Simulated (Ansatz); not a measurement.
**SnH2− (doublet): wave-function methods side by side at a displaced geometry (v1), def2-SVPD**

Aim: climb from Hartree-Fock through coupled cluster and multireference methods for SnH2− (doublet) at one geometry and basis, and see what each rung misses.

The runs use Ansatz 0.2.0, Gaussian basis; def2-SVPD, core rule «outside noble gas», up to 9 orbitals frozen.

To be run: UHF; CCSD(T) on ROHF; CCSD(T) on UHF; BCCD(T) on ROHF; CISD; CCSDT(Q) on ROHF; CCSDT(Q) on UHF; CASSCF and MRCISD+Q, 7 electrons in 6 orbitals; CASSCF and NEVPT2, 7 electrons in 6 orbitals.

12 further runs of the same task are left out: 3 that didn't finish, 9 set aside as unsound or not needed.

### 1 The system

The geometry is a PBE0/def2-TZVPD stationary point (not a proven minimum) with its atoms shifted at random (size 0.040 Å). No spin-orbit coupling is included. Elements past krypton take def2 core potentials.

3 atoms, charge -1, spin multiplicity 2.

Atoms are counted from 1 here; the program's logs count them from 0.

Bond lengths: Sn1–H2 1.801 Å, Sn1–H3 1.798 Å. Angles: H2–Sn1–H3 89.6°.

Geometry (Å):

```xyz
3
charge -1, multiplicity 2
Sn   -0.00039   -0.02132    0.00054
H    -0.00122    1.22552   -1.29870
H     0.04674    1.28482    1.23487
```

In the tables R marks a restricted open-shell determinant and U an unrestricted one; 'valence' is the active space of 7 electrons in 6 orbitals; energies count from the table's Hartree-Fock row.

### 2 UHF

Input file in.yaml:

```yaml
crystal:
  periodic: [false, false, false]
  atoms:
    - {symbol: Sn, position_ang: [-0.000387, -0.021315, 0.000542]}
    - {symbol: H, position_ang: [-0.001220, 1.225520, -1.298705]}
    - {symbol: H, position_ang: [0.046744, 1.284824, 1.234875]}
basis:
  gaussian: {orbitals: def2-SVPD}
total_charge: -1
magnetization: {spin_polarized: true, initial_magnetization: 1}
hamiltonian: {xc: hf}
output: {orbitals: {seedname: orbitals}}
```

Run with:

```sh
$ ansatz run in.yaml --threads 1 --pin off --events-out ev --progress --plain --max-ram 2393MiB
```

What it wrote:

```text
Functional definition: HF
  name "HF"
  cite "Fock, Z. Phys. 61, 126 (1930) doi:10.1007/BF01340294"
  parent pbe
  exchange = exact_x
  correlation = 0
584 factors; integrals over basis functions are off by at most 3.3e-4 eV
mean field evaluation 1: about -5836.0364 eV, gradient 6.9e0 eV
mean field evaluation 2: about -5836.0436 eV, gradient 6.9e0 eV
mean field evaluation 4: about -5836.5512 eV, gradient 9.2e-1 eV
mean field evaluation 8: about -5836.5715 eV, gradient 1.3e-3 eV
mean field -5836.57151813 eV, -214.4900471208 hartree, gradient 3.5e-5 eV, S^2 0.770283; 0 other end points of the search recorded, 0 dependent functions left out
reference -5836.57151813 eV, -214.4900471208 hartree; 13, 12 occupied and 35, 36 virtual orbitals, 584 factors
Total energy: -5836.57151813 eV, -214.4900471208 hartree
```

Wall time 0.54 s (1 thread of Arm Neoverse V1, shared host).

From the report: ⟨S²⟩ of the determinant 0.770 (pure doublet: 0.75).

### 3 CCSD(T) on ROHF

Changes to in.yaml since step 2:

```diff
@@ -9,4 +9,4 @@
 total_charge: -1
-magnetization: {spin_polarized: true, initial_magnetization: 1}
-hamiltonian: {xc: hf}
-output: {orbitals: {seedname: orbitals}}
+magnetization: {spin_polarized: false, initial_magnetization: 1}
+correlation: {method: ccsd_t, electrons: outside_noble_gas}
+output: {forces: true}
```

Launched as before.

What it wrote, shortened:

```text
Functional definition: HF
  name "HF"
  cite "Fock, Z. Phys. 61, 126 (1930) doi:10.1007/BF01340294"
  parent pbe
[...]
584 factors; integrals over basis functions are off by at most 3.3e-4 eV
[...]
mean field -5836.47197455 eV, -214.4863889618 hartree, gradient 6.1e-6 eV, S^2 0.750000; 2 other end points of the search recorded, 0 dependent functions left out
determinant -5836.47197455 eV, -214.4863889618 hartree, with singles and doubles -5839.68130257 eV, -214.6043295912 hartree
determinant -5834.12737113 eV, -214.4002263755 hartree, with singles and doubles -5837.32471064 eV, -214.5177264352 hartree
determinant -5833.79162054 eV, -214.3878877690 hartree, with singles and doubles -5837.18688888 eV, -214.5126615791 hartree
9 core orbitals not correlated: weight in the atoms' cores, before any rotation towards them, 0.999 or more for the frozen orbitals, at most 0.001 for the correlated occupied ones
reference -5836.47197455 eV, -214.4863889618 hartree; 4, 3 occupied and 35, 36 virtual orbitals, 584 factors
second order -2.47099870 eV of doubles, -0.05079274 eV of singles
cycle   1  -3.18335809 eV  change   -1.1e-1 eV  update   1.7e-2
[...]
cycle  11  -3.18891475 eV  change   -8.4e-8 eV  update   3.8e-7
perturbative correction -0.08511153 eV, -0.0031277909 hartree
[...]
Total energy: -5839.74600082 eV, -214.6067072081 hartree
Atom 0 at    -0.000387    -0.021315     0.000542 Å, force    -0.006228    -0.322268    -0.012530 eV/Å
Atom 1 at    -0.001220     1.225520    -1.298705 Å, force    -0.001163     0.145645    -0.209359 eV/Å
Atom 2 at     0.046744     1.284824     1.234875 Å, force     0.007390     0.176623     0.221889 eV/Å
Dipole moment:    -0.004394    -0.243959     0.007818 e Å
```

Wall time 3.2 s (1 thread of Arm Neoverse V1, shared host).

From the report: correlation -3.2740 eV; T1 0.022; largest double amplitude 0.06.

### 4 CCSD(T) on UHF

Changes to in.yaml since step 3:

```diff
@@ -9,3 +9,3 @@
 total_charge: -1
-magnetization: {spin_polarized: false, initial_magnetization: 1}
+magnetization: {spin_polarized: true, initial_magnetization: 1}
 correlation: {method: ccsd_t, electrons: outside_noble_gas}
```

Same command.

What it wrote, shortened:

```text
Functional definition: HF
  name "HF"
  cite "Fock, Z. Phys. 61, 126 (1930) doi:10.1007/BF01340294"
  parent pbe
[...]
584 factors; integrals over basis functions are off by at most 3.3e-4 eV
[...]
mean field -5836.57151813 eV, -214.4900471208 hartree, gradient 2.6e-6 eV, S^2 0.770284; 2 other end points of the search recorded, 0 dependent functions left out
determinant -5836.57151813 eV, -214.4900471208 hartree, with singles and doubles -5839.68515125 eV, -214.6044710278 hartree
determinant -5834.13549141 eV, -214.4005247904 hartree, with singles and doubles -5837.32522681 eV, -214.5177454043 hartree
determinant -5833.95908866 eV, -214.3940421087 hartree, with singles and doubles -5837.19311270 eV, -214.5128903000 hartree
9 core orbitals not correlated: weight in the atoms' cores, before any rotation towards them, 0.999 or more for the frozen orbitals, at most 0.001 for the correlated occupied ones
reference -5836.57151813 eV, -214.4900471208 hartree; 4, 3 occupied and 35, 36 virtual orbitals, 584 factors
second order -2.41413906 eV of doubles, -0.00000000 eV of singles
cycle   1  -3.08916853 eV  change   -1.0e-1 eV  update   1.8e-2
[...]
cycle  11  -3.09603268 eV  change   -1.5e-7 eV  update   5.2e-7
perturbative correction -0.08250328 eV, -0.0030319398 hartree
[...]
Total energy: -5839.75005409 eV, -214.6068561630 hartree
Atom 0 at    -0.000387    -0.021315     0.000542 Å, force    -0.006223    -0.321999    -0.012537 eV/Å
Atom 1 at    -0.001220     1.225520    -1.298705 Å, force    -0.001165     0.145510    -0.209382 eV/Å
Atom 2 at     0.046744     1.284824     1.234875 Å, force     0.007388     0.176489     0.221919 eV/Å
Dipole moment:    -0.004391    -0.243757     0.007814 e Å
```

Run time: 3.4 s. Hardware: 1 thread of Arm Neoverse V1, shared host.

From the report: ⟨S²⟩ of the determinant 0.770 (pure doublet: 0.75); correlation -3.1785 eV; T1 0.018; largest double amplitude 0.06.

### 5 BCCD(T) on ROHF

Changes to in.yaml since step 4:

```diff
@@ -9,4 +9,3 @@
 total_charge: -1
-magnetization: {spin_polarized: true, initial_magnetization: 1}
-correlation: {method: ccsd_t, electrons: outside_noble_gas}
-output: {forces: true}
+magnetization: {spin_polarized: false, initial_magnetization: 1}
+correlation: {method: bccd_t, electrons: outside_noble_gas}
```

Launched as before.

What it wrote, shortened:

```text
Functional definition: HF
  name "HF"
  cite "Fock, Z. Phys. 61, 126 (1930) doi:10.1007/BF01340294"
  parent pbe
[...]
584 factors; integrals over basis functions are off by at most 3.3e-4 eV
[...]
mean field -5836.47197455 eV, -214.4863889618 hartree, gradient 6.1e-6 eV, S^2 0.750000; 2 other end points of the search recorded, 0 dependent functions left out
determinant -5836.47197455 eV, -214.4863889618 hartree, with singles and doubles -5839.68130257 eV, -214.6043295912 hartree
determinant -5834.12737113 eV, -214.4002263755 hartree, with singles and doubles -5837.32471064 eV, -214.5177264352 hartree
determinant -5833.79162054 eV, -214.3878877690 hartree, with singles and doubles -5837.18688888 eV, -214.5126615791 hartree
9 core orbitals not correlated: weight in the atoms' cores, before any rotation towards them, 0.999 or more for the frozen orbitals, at most 0.001 for the correlated occupied ones
reference -5836.47197455 eV, -214.4863889618 hartree; 4, 3 occupied and 35, 36 virtual orbitals, 584 factors
second order -2.47099870 eV of doubles, -0.05079274 eV of singles
cycle   1  -3.18451768 eV  change   -1.1e-1 eV  update   1.7e-2
[...]
cycle   9  -3.18692253 eV  change    2.0e-6 eV  update   4.4e-6
perturbative correction -0.08710688 eV, -0.0032011189 hartree
Total energy: -5839.74600396 eV, -214.6067073235 hartree
```

It took 2 s on 1 thread of Arm Neoverse V1, shared host.

From the report: correlation -3.2740 eV; largest double amplitude 0.06.

### 6 CISD

Changes to in.yaml since step 5:

```diff
@@ -10,2 +10,2 @@
 magnetization: {spin_polarized: false, initial_magnetization: 1}
-correlation: {method: bccd_t, electrons: outside_noble_gas}
+correlation: {active_space: {ras: {orbitals: [3, 1, 35], electrons: 7, max_holes: 2, max_particles: 2}, fixed_orbitals: true}}
```

Same command.

What it wrote:

```text
Functional definition: HF
  name "HF"
  cite "Fock, Z. Phys. 61, 126 (1930) doi:10.1007/BF01340294"
  parent pbe
  exchange = exact_x
  correlation = 0
584 factors; integrals over basis functions are off by at most 3.3e-4 eV
mean field evaluation 1: about -5836.0333 eV, gradient 9.1e0 eV
mean field evaluation 2: about -5836.0407 eV, gradient 9.1e0 eV
mean field evaluation 4: about -5836.4644 eV, gradient 8.7e-1 eV
mean field evaluation 8: about -5836.4720 eV, gradient 9.3e-4 eV
mean field -5836.47197455 eV, -214.4863889618 hartree, gradient 6.1e-6 eV, S^2 0.750000; 0 other end points of the search recorded, 0 dependent functions left out
reference -5836.47197455 eV, -214.4863889618 hartree; 13, 12 occupied and 35, 36 virtual orbitals, 584 factors
state -5839.50624041 eV, -214.5978961757 hartree
Total energy: -5839.50624041 eV, -214.5978961757 hartree
```

Run time: 1.2 s. Hardware: 1 thread of Arm Neoverse V1, shared host.

From the report: 16,481 determinants.

### 7 CCSDT(Q) on ROHF

Changes to in.yaml since step 6:

```diff
@@ -10,2 +10,2 @@
 magnetization: {spin_polarized: false, initial_magnetization: 1}
-correlation: {active_space: {ras: {orbitals: [3, 1, 35], electrons: 7, max_holes: 2, max_particles: 2}, fixed_orbitals: true}}
+correlation: {method: ccsdt_q, electrons: outside_noble_gas}
```

Same command.

What it wrote, shortened:

```text
Functional definition: HF
  name "HF"
  cite "Fock, Z. Phys. 61, 126 (1930) doi:10.1007/BF01340294"
  parent pbe
[...]
999 factors; integrals over basis functions are off by at most 2.3e-7 eV
[...]
mean field -5836.47201550 eV, -214.4863904669 hartree, gradient 4.0e-6 eV, S^2 0.750000; 2 other end points of the search recorded, 0 dependent functions left out
determinant -5836.47201550 eV, -214.4863904669 hartree, with singles and doubles -5839.68134901 eV, -214.6043312980 hartree
determinant -5834.12741267 eV, -214.4002279020 hartree, with singles and doubles -5837.32476262 eV, -214.5177283455 hartree
determinant -5833.79165953 eV, -214.3878892017 hartree, with singles and doubles -5837.18693351 eV, -214.5126632190 hartree
9 core orbitals not correlated: weight in the atoms' cores, before any rotation towards them, 0.999 or more for the frozen orbitals, at most 0.001 for the correlated occupied ones
reference -5836.47201550 eV, -214.4863904669 hartree; 4, 3 occupied and 35, 36 virtual orbitals, 999 factors
second order -2.47100560 eV of doubles, -0.05079277 eV of singles
cycle   1  -3.00161185 eV  change   -4.8e-1 eV  update   6.8e-2
[...]
cycle  15  -3.29461517 eV  change    1.4e-7 eV  update   4.1e-7
perturbative correction -0.00307542 eV, -0.0001130198 hartree
Total energy: -5839.76970610 eV, -214.6075783610 hartree
```

Wall time 14 s (1 thread of Arm Neoverse V1, shared host); peak memory 0.26 GiB.

From the report: correlation -3.2977 eV; T1 0.022; largest double amplitude 0.06.

### 8 CCSDT(Q) on UHF

Changes to in.yaml since step 7:

```diff
@@ -9,3 +9,3 @@
 total_charge: -1
-magnetization: {spin_polarized: false, initial_magnetization: 1}
+magnetization: {spin_polarized: true, initial_magnetization: 1}
 correlation: {method: ccsdt_q, electrons: outside_noble_gas}
```

The command is unchanged.

What it wrote, shortened:

```text
Functional definition: HF
  name "HF"
  cite "Fock, Z. Phys. 61, 126 (1930) doi:10.1007/BF01340294"
  parent pbe
[...]
999 factors; integrals over basis functions are off by at most 2.3e-7 eV
[...]
mean field -5836.57155918 eV, -214.4900486297 hartree, gradient 1.6e-6 eV, S^2 0.770284; 2 other end points of the search recorded, 0 dependent functions left out
determinant -5836.57155918 eV, -214.4900486297 hartree, with singles and doubles -5839.68519761 eV, -214.6044727313 hartree
determinant -5834.13553282 eV, -214.4005263120 hartree, with singles and doubles -5837.32527380 eV, -214.5177471309 hartree
determinant -5833.95912809 eV, -214.3940435580 hartree, with singles and doubles -5837.19315743 eV, -214.5128919439 hartree
9 core orbitals not correlated: weight in the atoms' cores, before any rotation towards them, 0.999 or more for the frozen orbitals, at most 0.001 for the correlated occupied ones
reference -5836.57155918 eV, -214.4900486297 hartree; 4, 3 occupied and 35, 36 virtual orbitals, 999 factors
second order -2.41414587 eV of doubles, -0.00000000 eV of singles
cycle   1  -2.89260814 eV  change   -4.8e-1 eV  update   7.0e-2
[...]
cycle  15  -3.19945649 eV  change    2.3e-7 eV  update   4.3e-7
perturbative correction -0.00306885 eV, -0.0001127783 hartree
Total energy: -5839.77408453 eV, -214.6077392653 hartree
```

Wall time 13 s (1 thread of Arm Neoverse V1, shared host).

From the report: ⟨S²⟩ of the determinant 0.770 (pure doublet: 0.75); correlation -3.2025 eV; T1 0.018; largest double amplitude 0.06.

### 9 CASSCF and MRCISD+Q, 7 electrons in 6 orbitals

Changes to in.yaml since step 8:

```diff
@@ -9,3 +9,3 @@
 total_charge: -1
-magnetization: {spin_polarized: true, initial_magnetization: 1}
-correlation: {method: ccsdt_q, electrons: outside_noble_gas}
+magnetization: {spin_polarized: false, initial_magnetization: 1}
+correlation: {method: fic_mrcisd_q, electrons: outside_noble_gas, active_space: {window: {electrons: 7, orbitals: 6}, shells: [{species: H, l: s, shell: 1}, {species: Sn, l: s, shell: 5}, {species: Sn, l: p, shell: 5}]}}
```

Launched as before.

What it wrote, shortened:

```text
Functional definition: HF
  name "HF"
  cite "Fock, Z. Phys. 61, 126 (1930) doi:10.1007/BF01340294"
  parent pbe
[...]
999 factors; integrals over basis functions are off by at most 2.3e-7 eV
[...]
mean field -5836.47201550 eV, -214.4863904669 hartree, gradient 4.0e-6 eV, S^2 0.750000; 0 other end points of the search recorded, 0 dependent functions left out
reference -5836.47201550 eV, -214.4863904669 hartree; 13, 12 occupied and 35, 36 virtual orbitals, 999 factors
state -5837.38448366 eV, -214.5199230534 hartree
contracted CI cycle   1: correlation 0.00000000 eV, 0.0000000000 hartree, residual 1.00e1 eV
contracted CI cycle   2: correlation -2.12499902 eV, -0.0780922737 hartree, residual 2.24e0 eV
contracted CI cycle   3: correlation -2.23081875 eV, -0.0819810770 hartree, residual 6.04e-1 eV
contracted CI cycle   4: correlation -2.23851303 eV, -0.0822638366 hartree, residual 1.85e-1 eV
contracted CI cycle   5: correlation -2.23930043 eV, -0.0822927729 hartree, residual 5.10e-2 eV
contracted CI cycle   6: correlation -2.23936190 eV, -0.0822950318 hartree, residual 1.56e-2 eV
contracted CI cycle   7: correlation -2.23936729 eV, -0.0822952300 hartree, residual 4.66e-3 eV
contracted CI cycle   8: correlation -2.23936779 eV, -0.0822952484 hartree, residual 1.42e-3 eV
contracted CI cycle   9: correlation -2.23936784 eV, -0.0822952502 hartree, residual 4.49e-4 eV
state -5837.38448366 eV, -214.5199230534 hartree; corrected -5839.77296627 eV, -214.6076981701 hartree
Total energy: -5839.77296627 eV, -214.6076981701 hartree
Checks for a lower state left out: starts, orbital_swaps
```

Wall time 2 s (1 thread of Arm Neoverse V1, shared host).

From the report: 150 determinants; active occupations 2.00, 1.97, 1.96, 1.00, 0.04, 0.03.

### 10 CASSCF and NEVPT2, 7 electrons in 6 orbitals

Input file in.yaml:

```yaml
crystal:
  periodic: [false, false, false]
  atoms:
    - {symbol: Sn, position_ang: [-0.000387, -0.021315, 0.000542]}
    - {symbol: H, position_ang: [-0.001220, 1.225520, -1.298705]}
    - {symbol: H, position_ang: [0.046744, 1.284824, 1.234875]}
basis:
  gaussian: {orbitals: def2-SVPD}
total_charge: -1
magnetization: {spin_polarized: false, initial_magnetization: 1}
correlation: {method: sc_nevpt2, electrons: outside_noble_gas, active_space: {window: {electrons: 7, orbitals: 6}, shells: [{species: H, l: s, shell: 1}, {species: Sn, l: s, shell: 5}, {species: Sn, l: p, shell: 5}]}}
```

Same command.

What it wrote:

```text
Functional definition: HF
  name "HF"
  cite "Fock, Z. Phys. 61, 126 (1930) doi:10.1007/BF01340294"
  parent pbe
  exchange = exact_x
  correlation = 0
999 factors; integrals over basis functions are off by at most 2.3e-7 eV
mean field evaluation 1: about -5836.0335 eV, gradient 9.1e0 eV
mean field evaluation 2: about -5836.0407 eV, gradient 9.1e0 eV
mean field evaluation 4: about -5836.4644 eV, gradient 8.7e-1 eV
mean field evaluation 8: about -5836.4715 eV, gradient 1.8e-1 eV
mean field -5836.47201550 eV, -214.4863904669 hartree, gradient 4.0e-6 eV, S^2 0.750000; 0 other end points of the search recorded, 0 dependent functions left out
reference -5836.47201550 eV, -214.4863904669 hartree; 13, 12 occupied and 35, 36 virtual orbitals, 999 factors
state -5837.38448366 eV, -214.5199230534 hartree
state -5837.38448366 eV, -214.5199230534 hartree; corrected -5839.03941544 eV, -214.5807406743 hartree
Total energy: -5839.03941544 eV, -214.5807406743 hartree
Checks for a lower state left out: starts, orbital_swaps
```

Wall time 1.5 s (1 thread of Arm Neoverse V1, shared host).

From the report: 150 determinants; active occupations 2.00, 1.97, 1.96, 1.00, 0.04, 0.03.

### 11 Natural occupations

Natural occupations of the CASSCF valence state about the gap (report; correlated orbitals 1 to 6): 1.997, 1.970, 1.962, 1.000, 0.036, 0.034. The count of effectively unpaired electrons, Σ n²(2 − n)², is 1.02; a single determinant of this spin has 1.

### 12 Misses and costs

The yardstick is UCCSDT(Q), where the cluster series has nearly closed. Rows without a time come out of other runs: HF, MP2 and CCSD of CCSD(T), CCSDT of CCSDT(Q), CASSCF and MRCISD of the multireference runs. The times of RCCSD(T), UCCSD(T) include forces.

Differences are taken before rounding.

| method | energy from the lowest RHF (kcal/mol) | from UCCSDT(Q) (kcal/mol) | time |
| --- | --- | --- | --- |
| RHF | 0.00 | +76.15 |  |
| UHF | -2.30 | +73.85 |  |
| RMP2 | -58.15 | +17.99 |  |
| UMP2 | -57.97 | +18.18 |  |
| CISD | -69.97 | +6.18 | 1.2 s |
| RCCSD | -73.54 | +2.61 |  |
| UCCSD | -73.69 | +2.46 |  |
| RCCSD(T) | -75.50 | +0.65 | 3.2 s |
| UCCSD(T) | -75.59 | +0.55 | 3.4 s |
| BCCD(T) | -75.50 | +0.65 | 2 s |
| RCCSDT | -75.98 | +0.17 |  |
| UCCSDT | -76.08 | +0.07 |  |
| RCCSDT(Q) | -76.05 | +0.10 | 14 s |
| UCCSDT(Q) | -76.15 | 0 | 13 s |
| CASSCF valence | -21.04 | +55.11 |  |
| NEVPT2 valence | -59.21 | +16.94 | 1.5 s |
| MRCISD valence | -72.68 | +3.46 |  |
| MRCISD+Q valence | -76.12 | +0.03 | 2 s |

Among the levels timed on like hardware and quicker than the yardstick, those that no quicker one beats, quickest first: CISD (1.2 s, +6.18 kcal/mol); MRCISD+Q valence (2 s, +0.03 kcal/mol).

### 13 Summary of results

| quantity | value |
| --- | --- |
| UCCSDT(Q) below the RHF energy | -3.3021 eV |
| RMP2 from UCCSDT(Q) | +17.99 kcal/mol |
| UMP2 from UCCSDT(Q) | +18.18 kcal/mol |
| RCCSD from UCCSDT(Q) | +2.61 kcal/mol |
| RCCSD(T) from UCCSDT(Q) | +0.65 kcal/mol |
| UCCSD(T) from UCCSDT(Q) | +0.55 kcal/mol |
| RCCSDT(Q) from UCCSDT(Q) | +0.10 kcal/mol |
| NEVPT2 valence from UCCSDT(Q) | +16.94 kcal/mol |
| MRCISD+Q valence from UCCSDT(Q) | +0.03 kcal/mol |
| levels within 1 kcal/mol (43 meV) | RCCSD(T), UCCSD(T), BCCD(T), RCCSDT, UCCSDT, RCCSDT(Q), MRCISD+Q valence |
| T1 diagnostic | 0.022 |
| effectively unpaired electrons | 1.02 |

What this shows: RCCSD(T) misses by +0.65 kcal/mol, 0.9 % of the correlation energy. One determinant dominates. Of the multireference levels listed MRCISD+Q valence comes nearest in total energy (+0.03 kcal/mol), which doesn't show that its space is the better one. These misses are within one basis, not against nature; the frozen cores of restricted and unrestricted runs differ, which can shift their rows.

For cost: MRCISD+Q valence gets within 0.03 kcal/mol in 2 s, where UCCSDT(Q) took 13 s; the quickest level in the cost chart, CISD, takes 1.2 s and misses by 6.18 kcal/mol.
